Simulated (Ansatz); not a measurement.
# Sn: the cost of one run

The runs shown are made with Ansatz 0.2.0. PAW datasets, plane waves. Spin-unpolarised throughout; all numbers are computed.

### Step 1. The structure to begin with

The unstrained cell was relaxed with r2SCAN; in each strained cell the atoms were relaxed again with r2SCAN. Names of k-points are those of the unstrained zone, where strain can split equivalent points. First state: +3.0 % biaxial strain in x and y, free along z.

The symmetry is I4_1/amd (No. 141, tetragonal); a = 4.784 Å, c = 6.379 Å in the conventional setting, 36.51 Å³ an atom. Near Sn stand 4 Sn at 2.88 Å.

As a file:

```cif
data_structure
_symmetry_space_group_name_H-M 'I4_1/amd:1'
_symmetry_Int_Tables_number 141
_cell_length_a 4.7843
_cell_length_b 4.7843
_cell_length_c 6.3794
_cell_angle_alpha 90.000
_cell_angle_beta 90.000
_cell_angle_gamma 90.000
_cell_volume 146.02
loop_
_atom_site_label
_atom_site_type_symbol
_atom_site_symmetry_multiplicity
_atom_site_Wyckoff_symbol
_atom_site_fract_x
_atom_site_fract_y
_atom_site_fract_z
_atom_site_occupancy
Sn1 Sn 4 a 0.00000 0.00000 0.00000 1
```

From earlier runs on the unstrained cell: PBE -0.16 eV, r2SCAN 0.00 eV, HSE06 0.00 eV; a = 6.569 Å.

### Step 2. +3.0 % biaxial strain in x and y, free along z: PBE

File input.yaml:

```yaml
crystal:
  lattice:
    - [0.0, 3.3829935737, 3.1897192813]
    - [3.3829935737, 0.0, 3.1897192813]
    - [3.3829935737, 3.3829935737, 0.0]
  atoms:
    - { symbol: Sn, position: [0.0, 0.0, 0.0] }
    - { symbol: Sn, position: [0.25, 0.25, 0.25] }
kpoints:
  mp_grid: { grid: [6, 6, 6] }
  band_path:
    path:
      - [0.0, 0.0, 0.0]
      - [0.5, 0.0, 0.5]
      - [0.625, 0.25, 0.625]
      - [0.375, 0.375, 0.75]
      - [0.5, 0.5, 0.5]
      - [0.5, 0.25, 0.75]
      - [-0.039062, -0.008789, -0.047852]
      - [0.0, 0.0, 0.5]
    npoints: 1
hamiltonian:
  xc: pbe
scf:
  occupations: { method: fermi_dirac, width: 0.02 }
  n_extra_bands: 4
output:
  forces: true
  stress: true
  eigenvalues: true
```

Command:

```bash
$ ansatz run input.yaml --threads 4 --pin off --max-ram 4608MiB --backend cpu --events-out ev --progress --plain --runs-dir out
```

Q: Estimate wall time and peak memory on 4 threads of Intel Xeon at 2.50GHz (Skylake/Cascade Lake), shared host.

About 2.1 s, with a peak of 0.38 GiB.
